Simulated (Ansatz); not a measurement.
SiC, space group P6_3mc, a calculation of the dielectric tensor and Born charges

Computed with Ansatz 0.2.0 through its Python package.

Run as a notebook:

In [1]:
```python
import ansatz as az
import numpy as np

vectors = np.array([
    [3.076, 0.0, 0.0],
    [-1.538, 2.66389414, 0.0],
    [0.0, 0.0, 5.048],
])
sic = (
    az.Lattice.of(vectors)
    .atom('Si', (1 / 3, 2 / 3, 0.0))
    .atom('Si', (2 / 3, 1 / 3, 0.5))
    .atom('C', (1 / 3, 2 / 3, 0.385))
    .atom('C', (2 / 3, 1 / 3, 0.885))
)
```

In [2]:
```python
sic.resolved().tree()['lattice']
```
Out [2]:
```text
((3.076, 0.0, 0.0), (-1.538, 2.66389414, 0.0), (0.0, 0.0, 5.048))
```

In [3]:
```python
# an insulator: whole occupations
model = (
    sic.calculation()
    .functional('PBE')
    .pseudopotentials('paw')
    .kpoints(12, 12, 4)
    .occupations('fixed')
    .dielectric()
)
done = model.run(threads=1, backend='cpu')
response = done.dielectric
eps = np.asarray(response.eps_inf)
```
```text
DeckWarning: basis.ecutwfc = 420 eV, auto-derived from the records' recommended cutoffs: set by Si (normal level)
```

In [4]:
```python
values = np.linalg.eigvalsh(eps)
print('principal values of eps_inf:', np.round(values, 3))
print('refractive indices:', np.round(np.sqrt(values), 3))
for site, z in zip(done.lattice.sites, response.zstar_e):
    print(f'{site.symbol:2s} Z* trace/3 = {np.trace(z) / 3:+.3f} e')
print(f'charge neutrality missed by {response.zstar_sum_residual_pre_e:.4f} e before the sum rule')
```
```text
principal values of eps_inf: [6.864 6.864 7.445]
refractive indices: [2.62  2.62  2.729]
Si Z* trace/3 = +2.763 e
Si Z* trace/3 = +2.763 e
C  Z* trace/3 = -2.763 e
C  Z* trace/3 = -2.763 e
charge neutrality missed by 0.0005 e before the sum rule
```

Notes:
- With fixed filling the reported Fermi level is the top filled level among the k-points of the SCF.
- Averages over directions belong to no single polarisation, least of all in layered crystals.
- Pressure is positive in compression.
- The starting cell is as deposited in a crystallographic database; the results hold for this polymorph, which needn't be the stable one.
- Warnings are shown shortened and without file and line.
- This is the electronic (clamped-ion) response; a semilocal gap that is too small tends to raise it. The typed mesh is that of the SCF; the response is solved on denser meshes that the run picks.
- The whole script took 62 s on 1 thread of Arm Neoverse V2, with other jobs on the host, peak memory 0.71 GiB.
